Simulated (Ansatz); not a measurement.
# CH8Al2Ge: the cost of one run

Computed with Ansatz 0.2.0, Gaussian basis. Level: the settings change from run to run.

### Step 1. The geometry

The geometry comes from an earlier relaxation with PBE0-D4 in a triple-zeta def2 set; it is a stationary point, not always the lowest conformer.

SMILES `[AlH2][CH]([AlH2])[GeH3]`, 12 atoms, charge 0, spin multiplicity 1.

Atoms are counted from 1 here; the program's logs count them from 0.

Bond lengths: Al1–C2 1.935 Å, Al1–H5 1.588 Å, Al1–H6 1.587 Å, C2–Al3 1.935 Å, C2–Ge4 1.965 Å, C2–H7 1.098 Å, Al3–H8 1.588 Å, Al3–H9 1.587 Å, Ge4–H10 1.544 Å, Ge4–H11 1.537 Å, Ge4–H12 1.544 Å. Angles: C2–Al1–H5 119.6°, C2–Al1–H6 119.7°, H5–Al1–H6 120.7°, Al1–C2–Al3 116.5°, Al1–C2–Ge4 108.7°, Al1–C2–H7 106.6°, Al3–C2–Ge4 108.7°, Al3–C2–H7 106.6°, Ge4–C2–H7 109.8°, C2–Al3–H8 119.6°, C2–Al3–H9 119.7°, H8–Al3–H9 120.7°, C2–Ge4–H10 111.1°, C2–Ge4–H11 109.6°, C2–Ge4–H12 111.1°, H10–Ge4–H11 108.7°, H10–Ge4–H12 107.5°, H11–Ge4–H12 108.7°.

### Step 2. wB97X/aug-cc-pVTZ

Set apart from the defaults: charge -1, multiplicity 2, restricted open-shell orbitals, atoms shaken by 0.15 Å.

Contents of in.yaml:

```yaml
crystal:
  periodic: [false, false, false]
  atoms:
    - {symbol: Al, position_ang: [-0.981929, 1.872802, -0.337689]}
    - {symbol: C, position_ang: [0.025038, 0.521623, 0.170117]}
    - {symbol: Al, position_ang: [-0.425737, -0.834445, 1.867144]}
    - {symbol: Ge, position_ang: [0.876435, -0.580620, -1.320523]}
    - {symbol: H, position_ang: [-2.100247, 0.708488, -1.043800]}
    - {symbol: H, position_ang: [-0.862541, 3.135242, 0.246990]}
    - {symbol: H, position_ang: [1.015375, 0.959445, 0.896405]}
    - {symbol: H, position_ang: [-1.209838, -2.204555, 1.092739]}
    - {symbol: H, position_ang: [0.374847, -0.584756, 3.092528]}
    - {symbol: H, position_ang: [1.452186, 0.600218, -2.258658]}
    - {symbol: H, position_ang: [-0.194243, -1.462895, -1.852744]}
    - {symbol: H, position_ang: [2.088343, -1.684776, -0.775872]}
basis:
  gaussian: {orbitals: aug-cc-pVTZ}
total_charge: -1
magnetization: {spin_polarized: false, initial_magnetization: 1}
hamiltonian: {xc: {name: wB97X}}
output: {forces: true}
```

Launch:

```
> ansatz run in.yaml --threads 4 --pin off --events-out ev --progress --plain --max-ram 10444MiB
```

Q: Estimate wall time and peak memory on 4 threads of AMD EPYC 9R45, shared host.

About 31 s, with a peak of 3.2 GiB.
